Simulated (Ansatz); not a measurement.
# Cd3Se (I4/mmm) in Ansatz: equation of state

How stiff is Cd3Se in PBEsol, and what volume does it want? The cell is scaled to several volumes.

Program: Ansatz 0.2.0. These are calculated values, not measurements. Logs are shortened: lines on timing, memory, paths and dates and some standing lists are left out, and cuts for length are marked.

**1. The structure**

Symmetry: I4/mmm, No. 139, tetragonal system. The conventional cell has a = 4.082 Å, b = 4.082 Å, c = 12.174 Å, α = 90.00°, β = 90.00°, γ = 90.00°. Cd (site symmetry 4/mmm) has 4 Se at 2.89 Å as nearest neighbours. Around Cd (site symmetry -4m2) lie 4 Cd at 2.89 Å. Around Se (site symmetry 4/mmm) lie 4 Cd at 2.89 Å.

The cell comes from a database or a generator and needn't be the stable form of this composition.

**2. Equation of state, PBEsol**

Potentials or basis: all-electron LAPW, scalar-relativistic.

No new run: the results of the series are fitted here.

Results:

| Quantity | Value |
| --- | --- |
| Equilibrium volume | 23.15 Å³/atom (rough: see the caveat) |
| Bulk modulus at fixed shape and positions | 52 GPa (rough) |

Energy against volume, from the lowest point:
| volume (Å³/atom) | energy (meV/atom) |
| --- | --- |
| 23.834 | 0.00 |
| 24.341 | 5.87 |
| 24.849 | 14.35 |
| 25.356 | 25.10 |
| 25.863 | 37.82 |
| 26.370 | 52.23 |
| 26.877 | 68.12 |

Caveat: the minimum lies outside the volumes run; the cell was scaled at fixed shape and fractional positions, which overstates the stiffness of a crystal with free parameters, most of all of layers and chains.
